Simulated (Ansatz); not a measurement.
**Sb: equation of state**

The task here is to estimate one member of a computed series from the others.

Computed with Ansatz 0.2.0 (DFT PBEsol, scalar-relativistic, unless a step's input says otherwise).

**The system as given**

Symmetry: Pm-3m, No. 221, cubic system. Conventional cell: a = 3.160 Å, b = 3.160 Å, c = 3.160 Å, α = 90.00°, β = 90.00°, γ = 90.00°. Sb (site symmetry m-3m) is surrounded by 6 Sb at 3.16 Å.

As a file:

```
CELL_PARAMETERS angstrom
3.16000 0.00000 0.00000
0.00000 3.16000 0.00000
0.00000 0.00000 3.16000
ATOMIC_POSITIONS crystal
Sb 0.00000 0.00000 0.00000
```

The first run:

File input.yaml:

```yaml
crystal:
  lattice:
    - [3.117292062, 0.0, 0.0]
    - [0.0, 3.117292062, 0.0]
    - [0.0, 0.0, 3.117292062]
  atoms:
    - { symbol: Sb, position: [0.0, 0.0, 0.0] }
kpoints:
  mp_grid: { grid: [13, 13, 13] }
  band_path:
    path:
      - [0.0, 0.0, 0.0]
      - [0.0, 0.5, 0.0]
      - [0.5, 0.5, 0.0]
      - [0.0, 0.0, 0.0]
      - [0.5, 0.5, 0.5]
      - [0.0, 0.5, 0.0]
      - [0.5, 0.5, 0.5]
      - [0.5, 0.5, 0.0]
    npoints: 5
scf:
  occupations: { method: fermi_dirac, width: 0.05 }
hamiltonian:
  xc: pbesol
  pseudopotentials: { kind: all_electron, lapw: { basis_error: 0.001 } }
output:
  forces: true
  stress: true
  eigenvalues: true
```

Command:

```
> ansatz run input.yaml --threads 1 --pin off --max-ram 3072MiB --backend cpu --events-out ev --progress --plain --runs-dir out
```

Steps of the session up to this table: Volume × 0.96, LAPW; Volume × 0.96, PAW; Volume × 0.96, crystal datasets; Volume × 0.99, LAPW; Volume × 0.99, PAW; Volume × 0.99, crystal datasets; Volume × 1.02, LAPW; Volume × 1.02, PAW; Volume × 1.02, crystal datasets; Volume × 1.06, LAPW.

One table of the session follows, with a row left open; its other results are not shown here.

It belongs to the step «Fits». 

```
          method  volume (Å³/atom)  pressure (GPa)
            LAPW            30.292           -3.10
            LAPW            31.239           -4.49
            LAPW            32.186           -5.64
            LAPW            33.448           -6.87
             PAW            30.292           -3.11
             PAW            31.239               ?
             PAW            32.186           -5.65
crystal datasets            30.292           -3.10
crystal datasets            31.239           -4.49
crystal datasets            32.186           -5.64
```

**Question.** Estimate the row for PAW, 31.239.

As computed: pressure (GPa): -4.50. In the column «pressure (GPa)» it lies between crystal datasets, 32.186 (-5.64) and LAPW, 31.239 (-4.49).

Limits of these values: Warnings in the runs' records: gradients without spin orbit, crystal datasets made.
